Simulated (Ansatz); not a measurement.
# TiCo: properties at the relaxed cell

An exercise on one series of results from a longer session: the logs are not shown, and one member is left open.

Program: Ansatz 0.2.0. Level of theory: DFT PBE, scalar-relativistic, plane waves, PAW. These are calculated values, not measurements.

1 further run of the same task is left out (set aside as unsound or not needed).

### The structure to begin with

Symmetry: Pm-3m, No. 221, cubic system. The conventional cell has a = 2.986 Å, b = 2.986 Å, c = 2.986 Å, α = 90.00°, β = 90.00°, γ = 90.00°. Ti (site symmetry m-3m) is surrounded by 8 Co at 2.59 Å. Co (site symmetry m-3m) has 8 Ti at 2.59 Å as nearest neighbours.

Structure file:

```
CELL_PARAMETERS angstrom
2.98559 0.00000 0.00000
0.00000 2.98559 0.00000
0.00000 0.00000 2.98559
ATOMIC_POSITIONS crystal
Ti 0.00000 0.00000 0.00000
Co 0.50000 0.50000 0.50000
```

It goes back to an entry of the Materials Project, which need not be the stable form.

This cell was relaxed beforehand with the same method: volume 13.31 Å³/atom, gap on the mesh none (metal), site moments up to 1.0 μB.

Set-up of the first run:

input.yaml reads:

```yaml
crystal:
  lattice:
    - [2.9855872853, 0.0, 0.0]
    - [0.0, 2.9855872853, 0.0]
    - [0.0, 0.0, 2.9855872853]
  atoms:
    - { symbol: Ti, position: [0.0, 0.0, 0.0] }
    - { symbol: Co, position: [0.5, 0.5, 0.5], spin: 1.09 }
basis:
  ecutwfc: 420
kpoints:
  mp_grid: { grid: [14, 14, 14] }
  band_path:
    path:
      - [[0.0, 0.0, 0.0], [0.0, 0.5, 0.0], [0.5, 0.5, 0.0], [0.0, 0.0, 0.0], [0.5, 0.5, 0.5], [0.0, 0.5, 0.0]]
      - [[0.5, 0.5, 0.5], [0.5, 0.5, 0.0]]
    npoints: 14
hamiltonian:
  xc: pbe
scf:
  occupations: { method: gaussian, width: 0.1 }
  n_extra_bands: 6
output:
  forces: true
  stress: true
  eigenvalues: true
  populations: true
  dos: { projected: true, de: 0.02, nscf_kmesh: { grid: [21, 21, 21] } }
  bader: true
  write_density: true
  write_potential: true
  elf: true
  volumetric_format: npy
magnetization:
  spin_polarized: true
checkpoint:
  read: start.run
  write: ck
  compress: false
  write_wavefunctions: false
  write_every: 100000
```

Launch:

```bash
> ansatz run input.yaml --threads 1 --pin off --max-ram 2560MiB --backend cpu --events-out ev --progress --plain --runs-dir out
```

Among the steps run: Bands, states and charges; Back to the database's cell; The cell scaled to 0.97 of its volume; Volume × 1.03; The cell scaled to 0.94 of its volume; Volume × 1.06; Point at V/V0 = 0.91; The cell scaled to 1.10 of its volume; Volume × 0.88.

One of the session's tables, all rows but one given; the rest of the session is left out.

It belongs to the step «Fit of the equation of state». 

| volume (Å³/atom) | energy above the lowest point (meV/atom) | pressure (GPa) | largest moment (μB) |
| --- | --- | --- | --- |
| 11.710 | 119.9 | 26.81 | 0.58 |
| 12.109 | 64.0 | 18.40 | 0.70 |
| 12.508 | ? | ? | ? |
| 12.907 | 6.5 | 5.28 | 0.92 |
| 13.306 | 0.0 | -0.01 | 0.99 |
| 13.706 | 5.8 | -4.58 | 1.04 |
| 14.105 | 22.1 | -8.50 | 1.09 |
| 14.637 | 57.6 | -12.85 | 1.15 |

Q: Estimate the row for volume (Å³/atom) = 12.508 from the others.

Worked estimate for «energy above the lowest point (meV/atom)». A straight line through the neighbours (12.109, 64.0) and (12.907, 6.5) gives 64.0 + (6.5 − 64.0) × (12.508 − 12.109) / (12.907 − 12.109) = 35.3; a parabola fitted to 4 rows on both sides gives 27.0.

As computed: energy above the lowest point (meV/atom): 27.2; pressure (GPa): 11.34; largest moment (μB): 0.83. In «energy above the lowest point (meV/atom)» the line misses by +8.1 and the parabola by -0.2.

Caveats from the session: Warnings in the runs' records: stability check not made.
